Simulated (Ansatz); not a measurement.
**FH3SiTe: a ladder of functionals and wavefunction methods**

An exercise on one series of results from a longer session: the logs are not shown, and one member is left open.

Computed with Ansatz 0.2.0, Gaussian basis. Level: functionals in def2-TZVPP, the program's frozen cores in correlated methods.

Levels to be run: LDA (SPW92), PBE-D4, revPBE-D4, BLYP-D4, r2SCAN-D4, B97M-V, PBE0-D4, B3LYP-D4, r2SCANh-D4, r2SCAN0-D4, HSE06-D4, BHLYP-D4, CAM-B3LYP-D4, LC-ωPBE, ωB97X-V, ωB97M-V, B2PLYP, PBE-QIDH; CCSD(T)/def2-SVP; CCSD(T)/def2-TZVPP; MP2/def2-QZVPP; extrapolation to the limit; RPA on PBE.

2 further runs of the same task are left out: 2 for a known fault of the program.

## Structure used throughout

An earlier PBE0-D4 in a triple-zeta def2 set relaxation fixed the geometry. Te takes the def2 core potential; no spin-orbit term is included.

SMILES `F[SiH2][TeH]`, 6 atoms, charge 0, spin multiplicity 1.

Atoms are counted from 1 here; the program's logs count them from 0.

Bond lengths: F1–Si2 1.599 Å, Si2–Te3 2.474 Å, Si2–H4 1.480 Å, Si2–H5 1.479 Å, Te3–H6 1.657 Å. Angles: F1–Si2–Te3 112.5°, F1–Si2–H4 108.0°, F1–Si2–H5 107.0°, Te3–Si2–H4 106.5°, Te3–Si2–H5 110.5°, H4–Si2–H5 112.4°, Si2–Te3–H6 91.2°.

Set-up of the first run:

Input file in.yaml:

```yaml
crystal:
  periodic: [false, false, false]
  atoms:
    - {symbol: F, position_ang: [-1.837746, -0.009259, 0.166710]}
    - {symbol: Si, position_ang: [-0.385219, -0.124367, -0.492705]}
    - {symbol: Te, position_ang: [1.358323, -0.726752, 1.156560]}
    - {symbol: H, position_ang: [-0.419604, -1.220938, -1.486690]}
    - {symbol: H, position_ang: [-0.085507, 1.186098, -1.109760]}
    - {symbol: H, position_ang: [1.411754, 0.831118, 1.719785]}
basis:
  gaussian: {orbitals: def2-TZVPP}
hamiltonian: {xc: lda}
output: {orbitals: {seedname: orbitals}}
```

Launch:

```bash
> ansatz run in.yaml --threads 2 --pin off --events-out ev --progress --plain --max-ram 4352MiB
```

Among the steps run: LDA; PBE-D4 (GGA); revPBE-D4 (GGA); BLYP-D4 (GGA); r2SCAN-D4 (meta-GGA); B97M-V (meta-GGA); PBE0-D4 (hybrid); B3LYP-D4 (hybrid); r2SCANh-D4 (hybrid); r2SCAN0-D4 (hybrid); HSE06-D4 (hybrid); BHLYP-D4 (hybrid); CAM-B3LYP-D4 (range-separated); LC-ωPBE (range-separated); ωB97X-V (range-separated); ωB97M-V (range-separated); B2PLYP (double hybrid); PBE-QIDH (double hybrid).

One table of the session follows, with a row left open; its other results are not shown here.

It belongs to the step «Frontier levels by functional». 

```
  functional  HOMO (eV)  gap (eV)
 LDA (SPW92)      -6.03      4.25
      PBE-D4      -5.87      4.24
   revPBE-D4      -5.82      4.25
     BLYP-D4      -5.69      4.14
   r2SCAN-D4      -6.12      4.72
      B97M-V      -6.12      4.60
     PBE0-D4      -6.90      6.08
    B3LYP-D4      -6.67      5.61
  r2SCANh-D4          ?         ?
  r2SCAN0-D4      -7.06      6.38
    HSE06-D4      -6.51      5.32
    BHLYP-D4      -7.75      7.78
CAM-B3LYP-D4      -8.10      8.30
     LC-ωPBE      -9.40     10.75
     ωB97X-V      -9.08     10.30
     ωB97M-V      -8.97     10.00
```

**Question.** Estimate the row for r2SCANh-D4.

Worked estimate for «HOMO (eV)». Against the share of exact exchange, r2SCAN-D4 (0, -6.12), r2SCAN0-D4 (0.25, -7.06) give a slope of -3.76 per unit share; at 0.1 the line stands at -6.50.

The run gave: HOMO (eV): -6.49; gap (eV): 5.39. In «HOMO (eV)» the line misses by -0.01.
